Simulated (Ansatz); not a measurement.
**HOSeSi radical (SMILES [O][SiH]=[Se]): functionals against CCSD(T) at one geometry**

How do the functionals fare away from a minimum? The structure is a structure displaced at random from a GFN2-xTB minimum.

Computed with Ansatz 0.2.0, Gaussian basis. Level: single points in def2-TZVPP.

Correlated methods freeze the cores. Filled d shells of the heavier atoms are correlated. Orbitals are unrestricted.

## 1. The starting structure

SMILES `[O][SiH]=[Se]`, 4 atoms, charge 0, spin multiplicity 2.

Atoms are counted from 1 here; the program's logs count them from 0.

Bond lengths: O1–Si2 1.511 Å, Si2–Se3 2.262 Å, Si2–H4 1.490 Å. Angles: O1–Si2–Se3 123.2°, O1–Si2–H4 128.6°, Se3–Si2–H4 108.2°.

Geometry (Å):

```xyz
4

O    -1.29280   -0.54030    0.92490
Si   -0.24940    0.05220    0.00620
Se    1.95630   -0.42360    0.16690
H    -0.43700    1.01200   -1.11790
```

## 2. CCSD(T)/def2-TZVPP

Contents of run/in.yaml:

```yaml
crystal:
  periodic: [false, false, false]
  atoms:
    - {symbol: O, position_ang: [-1.292800, -0.540300, 0.924900]}
    - {symbol: Si, position_ang: [-0.249400, 0.052200, 0.006200]}
    - {symbol: Se, position_ang: [1.956300, -0.423600, 0.166900]}
    - {symbol: H, position_ang: [-0.437000, 1.012000, -1.117900]}
basis:
  gaussian: {orbitals: def2-TZVPP}
magnetization: {spin_polarized: true, initial_magnetization: 1}
correlation: {method: ccsd_t}
scf: {omitted_lower_state_checks: [cluster_reference]}
output: {forces: true}
```

No record of the launch command was kept for these runs.

## 3. PBE0-D4/def2-TZVPP

Edit run/in.yaml of step 2 so:

```diff
@@ -10,4 +10,3 @@
 magnetization: {spin_polarized: true, initial_magnetization: 1}
-correlation: {method: ccsd_t}
-scf: {omitted_lower_state_checks: [cluster_reference]}
-output: {forces: true}
+hamiltonian: {xc: pbe0, dispersion: d4}
+output: {forces: true, orbitals: {seedname: orbitals}}
```

## 4. wB97M-V/def2-TZVPP

Edit run/in.yaml of step 3 so:

```diff
@@ -10,3 +10,3 @@
 magnetization: {spin_polarized: true, initial_magnetization: 1}
-hamiltonian: {xc: pbe0, dispersion: d4}
-output: {forces: true, orbitals: {seedname: orbitals}}
+hamiltonian: {xc: {name: wB97M-V}}
+output: {forces: true}
```

## 5. r2SCAN-D4/def2-TZVPP

Edit run/in.yaml of step 4 so:

```diff
@@ -10,3 +10,3 @@
 magnetization: {spin_polarized: true, initial_magnetization: 1}
-hamiltonian: {xc: {name: wB97M-V}}
+hamiltonian: {xc: r2scan, dispersion: d4}
 output: {forces: true}
```

## 6. PBE-D4/def2-TZVPP

Edit run/in.yaml of step 5 so:

```diff
@@ -10,3 +10,3 @@
 magnetization: {spin_polarized: true, initial_magnetization: 1}
-hamiltonian: {xc: r2scan, dispersion: d4}
+hamiltonian: {xc: pbe, dispersion: d4}
 output: {forces: true}
```

## 7. LC-wPBE/def2-TZVPP

Edit run/in.yaml of step 6 so:

```diff
@@ -10,3 +10,3 @@
 magnetization: {spin_polarized: true, initial_magnetization: 1}
-hamiltonian: {xc: pbe, dispersion: d4}
+hamiltonian: {xc: {name: LC-wPBE}}
 output: {forces: true}
```

## 8. B97M-V/def2-TZVPP

Edit run/in.yaml of step 7 so:

```diff
@@ -10,3 +10,3 @@
 magnetization: {spin_polarized: true, initial_magnetization: 1}
-hamiltonian: {xc: {name: LC-wPBE}}
+hamiltonian: {xc: {name: B97M-V}}
 output: {forces: true}
```

(Steps that only read results are left out.)

What does the calculation give? Wanted: energy less free atoms, CCSD(T)/def2-TZVPP; RMS force component; RMS force error; HOMO and LUMO, PBE0-D4; T1 diagnostic.

**Answer**, as computed:

| quantity | value |
| --- | --- |
| energy less free atoms, CCSD(T)/def2-TZVPP | -1165.8 kJ/mol |
| RMS force component | 0.309 to 0.769 eV/Å over the methods |
| RMS force error | PBE0-D4 0.213, wB97M-V 0.233, r2SCAN-D4 0.082, PBE-D4 0.351, LC-wPBE 0.374, B97M-V 0.216 eV/Å |
| HOMO and LUMO, PBE0-D4 | -7.93 and -5.26 eV |
| T1 diagnostic | 0.017 |

**Reading.** Against CCSD(T) the functionals' energies less atoms differ by -96.5 to -22.5 kJ/mol, PBE-D4 by -96.5 kJ/mol. A larger basis would deepen the CCSD(T) value, while the functionals are nearly converged already, so the order here is not reliable. For forces r2SCAN-D4 does best and LC-wPBE worst. Frozen-core CCSD(T) forces in triple zeta carry basis errors of their own, and this is one geometry, so small gaps rank nothing.
